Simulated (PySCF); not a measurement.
# The bond of HoH, level by level

Aim: find the lowest electronic state of HoH, scan its bond at several levels of theory, and get bond length, wavenumber and dissociation energy from each curve.

Program: PySCF 2.14.0. Level of theory: Ho x2c-SVPall, H x2c-SVPall, spin-free X2C with a Gaussian nucleus. These are calculated values, not measurements.

## 1. Input

Settings of the job:

* atoms: Ho, H
* charge: 0
* basis: Ho x2c-SVPall, H x2c-SVPall
* Hamiltonian: spin-free X2C with a Gaussian nucleus
* basis functions: 90
* electrons treated: 68
* masses in u: 164.9303, 1.0078
* levels: PBE0, PBE, r²SCAN, M06-2X, r²SCAN0, ωB97X, HF, MP2, SCS-MP2
* grid: 80 radial by 434 angular points
* occupations: held fixed by the projection of orbital angular momentum
* dissociation limit: Ho + H, each in its ground configuration
* starting distance in angstrom: 1.815
* values of 2S to try: 2, 4, 6

Started as:

```bash
OMP_NUM_THREADS=2 python dia.py task.json out
```

The runs that follow: PBE0 along the bond; Higher solutions at PBE0; PBE; r²SCAN (meta-GGA); M06-2X (hybrid meta-GGA); r²SCAN0 (hybrid meta-GGA); ωB97X (range-separated hybrid); UHF (mean field).

Before running it: what results should come out? Wanted: for each run, Re; ωe; De; μ.

The runs gave:

Lowest PBE0 solution found, without spin–orbit coupling: quintet, unpaired electrons σ ↑, π ↑↑, φ ↑, about 10.7 electrons in the 4f shell (Mulliken). State 2 has its PBE0 minimum 0.06 eV higher, as a spin-mixed determinant (⟨S²⟩ = 3.01), so this is no gap between pure states. State 3 has its PBE0 minimum 0.41 eV higher. The other levels ran on the lowest alone.

```tsv
level	Re (Å)	ωe (cm⁻¹)	De (eV)	μ (D)
UHF	2.149	1238	1.16	-3.94
UHF-MP2	2.041	1336	1.22	n/a
UHF-SCS-MP2	2.059	1321	1.25	n/a
r²SCAN	2.036	1271	1.92	-3.14
PBE0	2.053	1209	1.62	-3.20
r²SCAN0	2.067	1257	1.78	-3.51
M06-2X	2.101	1177	1.44	-3.15
ωB97X	2.039	1309	1.57	-3.04
```

De is counted to Ho + H in their ground configurations. A positive dipole means Ho(−)H(+). No constants: PBE (the points don't follow one smooth fit).

Bond lengths run from 2.036 Å (r²SCAN) to 2.149 Å (UHF). Among the levels with a De in the table, it runs from 1.16 eV (UHF) to 1.92 eV (r²SCAN).

Correlated steps freeze 18 core orbitals. Spin–orbit coupling is left out, which matters for elements this heavy, above all for dissociation energies. The state is the lowest single determinant that the PBE0 search found; with open d or f shells the true ground state can be another one. At some levels the lowest empty orbital lies below the highest filled one (the two can be of opposite spin). With spin–orbit coupling the term label itself may not hold.
